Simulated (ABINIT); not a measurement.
HfMoC2:

```xyz
4
Lattice="3.1914 0.0000 0.0000 0.0000 3.1914 0.0000 0.0000 0.0000 4.4852" Properties=species:S:1:pos:R:3 pbc="T T T"
Hf    0.0000    0.0000    0.0000
Mo    1.5957    1.5957    2.2426
C     1.5957    1.5957    0.0000
C     0.0000    0.0000    2.2426
```

The cell comes from a database or a generator and needn't be the stable form of this composition.

Program: ABINIT 10.8.3 (patched build). Alike in all runs: task band structure; no spin polarisation; cell as given; k mesh 8 × 8 × 6; smearing fermi-dirac 0.05 eV.

Problem. Order these runs on this cell by their pressure, lowest first.
A. level LDA; potentials or basis JTH PAW LDA v2.0; cutoff (eV) 517; fine-grid cutoff 1034.03 eV
B. level PBE; potentials or basis JTH PAW PBE v2.0; cutoff (eV) 517; fine-grid cutoff 1034.03 eV
C. level PBEsol; potentials or basis PseudoDojo NC SR PBEsol v0.4.1 standard; cutoff (eV) 1116

Solution. A (-14.4 GPa), C (-8.4 GPa), B (-1.2 GPa).

Not every run made on this cell is shown here.
